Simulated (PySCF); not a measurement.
# One shape, several levels: GeSiH4OF2 (SMILES F[SiH](F)[O][GeH3])

Wanted: a comparison of 4 runs (HF/6-31G*, HF/def2-SVP, PBE0/def2-SVP, PBE0/aug-cc-pVDZ) of GeSiH4OF2. The job is set up through a Python script.

Program for the calculation: PySCF 2.14.0.

## 1. Starting point

GeSiH4OF2 has 9 atoms, charge 0, and is taken as a singlet. SMILES: `F[SiH](F)[O][GeH3]`. The coordinates come from a PBE0-D4/def2-TZVP relaxation. This is one conformer, not always the lowest.

Bond lengths: F1–Si2 1.586 Å, Si2–F3 1.586 Å, Si2–O4 1.597 Å, O4–Ge5 1.787 Å, Si2–H6 1.466 Å, Ge5–H7 1.534 Å, Ge5–H8 1.531 Å, Ge5–H9 1.534 Å. Some angles: F1–Si2–F3 105.7°, F1–Si2–O4 110.8°, F3–Si2–O4 110.8°, Si2–O4–Ge5 140.1°, F1–Si2–H6 109.2°, F3–Si2–H6 109.2°, O4–Si2–H6 111.0°, O4–Ge5–H7 107.7°, O4–Ge5–H8 104.7°, O4–Ge5–H9 107.6°.

## 2. Energy and gradient at HF/6-31G(d) (spherical functions) (run 1)

calc.py

```python
import pyscf.grad
from pyscf import gto

system = gto.Mole()
system.atom = '''
F   -1.332400   0.497600   1.908600
Si  -1.068100   1.063200   0.450200
F   -0.072400   2.283800   0.638000
O   -0.422100  -0.058200  -0.485700
Ge   1.013100  -1.120900  -0.560600
H   -2.329600   1.552700  -0.112600
H    2.255700  -0.222600  -0.593100
H    0.839500  -1.916700  -1.856600
H    0.990100  -2.021400   0.680700
'''
system.max_memory = 1860
system.basis = '6-31g*'
system.verbose = 4
system.spin = 0
system.build()

mf = system.RHF()
mf.conv_tol = 1e-10
mf.kernel()
if not mf.converged:
    mf = mf.newton().run(mf.mo_coeff, mf.mo_occ)

e_tot = mf.e_tot
print('Final energy', e_tot)
grad = mf.Gradients().kernel()
mf.analyze()
```

The run is started by

```sh
$ OMP_NUM_THREADS=1 python calc.py
```

Log:

```text
PySCF version 2.14.0

[... 78 lines left out ...]
Nuclear Repulsion Energy =             464.121524590770491
[... 14 lines left out ...]
MO #9   energy= -20.5693035292922  occ= 2
[... 12 lines left out ...]
MO #22  energy= -1.67006244421309  occ= 2
[... 12 lines left out ...]
MO #35  energy= -0.558508426567891 occ= 2
[... 12 lines left out ...]
MO #48  energy= 0.324174608654746  occ= 0
[... 12 lines left out ...]
MO #61  energy= 0.887316614281783  occ= 0
[... 12 lines left out ...]
MO #74  energy= 1.67930636545231   occ= 0
[... 12 lines left out ...]
MO #87  energy= 2.20898349842843   occ= 0
[... 12 lines left out ...]
MO #100 energy= 3.94564626222272   occ= 0
[... 112 lines left out ...]
Dipole moment(X, Y, Z, Debye):  1.04455, -1.67107, -1.31988
```

Run time: 53 s. Hardware: 1 thread of Intel Xeon at 2.50GHz (Skylake/Cascade Lake), shared host; peak memory 0.22 GiB.

## 3. Energy and forces at HF/def2-SVP (run 2)

geometry.xyz

```xyz
9
F2GeH4OSi
F     -1.332400     0.497600     1.908600
Si    -1.068100     1.063200     0.450200
F     -0.072400     2.283800     0.638000
O     -0.422100    -0.058200    -0.485700
Ge     1.013100    -1.120900    -0.560600
H     -2.329600     1.552700    -0.112600
H      2.255700    -0.222600    -0.593100
H      0.839500    -1.916700    -1.856600
H      0.990100    -2.021400     0.680700
```

job.py

```python
import pyscf.grad
from pyscf import gto, scf

mol = gto.M(
    atom='geometry.xyz',
    max_memory=1860,
    basis='def2-svp',
    verbose=4,
)

mf = scf.RHF(mol)
mf.conv_tol = 1e-10
mf.kernel()
if not mf.converged:
    mf = mf.newton().run(mf.mo_coeff, mf.mo_occ)

etot = mf.e_tot
print('E = %.10f Eh' % etot)
grad = mf.Gradients().kernel()
dip = mf.dip_moment()
pop, q = mf.mulliken_pop()
```

The run is started by

```sh
$ OMP_NUM_THREADS=1 python job.py
```

Log:

```text
PySCF version 2.14.0

[... 63 lines left out ...]
converged SCF energy = -2639.99212257796
[... 12 lines left out ...]
Dipole moment(X, Y, Z, Debye):  0.99271, -1.68666, -1.39325
[... 122 lines left out ...]
charge of    8H =     -0.12334
```

Wall time 35 s (1 thread of Intel Xeon at 2.50GHz (Skylake/Cascade Lake), shared host); peak memory 0.27 GiB.

Run 3 isn't shown in full; the table further down has it.

## 4. Energy and gradient at PBE0/aug-cc-pVDZ (run 4)

job.py

```python
from pyscf import gto, dft

system = gto.Mole()
system.atom = '''
F   -1.332400   0.497600   1.908600
Si  -1.068100   1.063200   0.450200
F   -0.072400   2.283800   0.638000
O   -0.422100  -0.058200  -0.485700
Ge   1.013100  -1.120900  -0.560600
H   -2.329600   1.552700  -0.112600
H    2.255700  -0.222600  -0.593100
H    0.839500  -1.916700  -1.856600
H    0.990100  -2.021400   0.680700
'''
system.max_memory = 1860
system.charge = 0
system.basis = 'aug-cc-pvdz'
system.verbose = 3
system.spin = 0
system.build()

mf = dft.RKS(system)
mf.xc = 'pbe0'
mf.grids.level = 5
mf.conv_tol = 1e-10
mf.kernel()
if not mf.converged:
    mf = mf.newton().run(mf.mo_coeff, mf.mo_occ)

etot = mf.e_tot
print('E(%s) = %.9f' % ('PBE0', etot))
grad = mf.nuc_grad_method().kernel()
dip = mf.dip_moment()
pop, q = mf.mulliken_pop()
```

The run is started by

```sh
$ OMP_NUM_THREADS=1 python job.py
```

Log:

```text
converged SCF energy = -2643.32815203131
[... 9 lines left out ...]
Dipole moment(X, Y, Z, Debye):  0.84303, -1.55558, -1.35632
[... 178 lines left out ...]
charge of    8H =      0.18667
```

Run time: 4.6 min. Hardware: 1 thread of Intel Xeon at 2.50GHz (Skylake/Cascade Lake), shared host; peak memory 2.2 GiB.

## 5. All runs side by side

| run | level | integration grid | energy (Eh) | dipole moment (D) | HOMO energy (eV) | LUMO energy (eV) | wall time |
| --- | --- | --- | --- | --- | --- | --- | --- |
| 1 | HF/6-31G* (spherical functions) | – | -2640.257706 | 2.37 | -12.89 | 2.92 | 53 s |
| 2 | HF/def2-SVP | – | -2639.992123 | 2.40 | -13.00 | 3.34 | 35 s |
| 3 | PBE0/def2-SVP | 5 | -2642.764512 | 2.23 | -9.32 | 0.06 | 1.7 min |
| 4 | PBE0/aug-cc-pVDZ | 5 | -2643.328152 | 2.23 | -9.37 | -0.54 | 4.6 min |

## 6. Results

| quantity | value |
| --- | --- |
| run 4: total energy | -2643.32815 Eh |
| run 4: dipole moment | 2.23 D |
| run 4: HOMO energy | -9.37 eV |
| run 4: LUMO energy | -0.54 eV |
| run 4: HOMO–LUMO gap | 8.83 eV |
| run 4: largest force on an atom | 1.595 eV/Å |

In words: The dipole moment (its size) runs from 2.23 D (PBE0/aug-cc-pVDZ) to 2.40 D (HF/def2-SVP). The two ends differ in method and basis. The HOMO–LUMO gap runs from 8.83 eV (PBE0/aug-cc-pVDZ) to 16.33 eV (HF/def2-SVP). All runs together took 7.8 min, the longest 4.6 min.
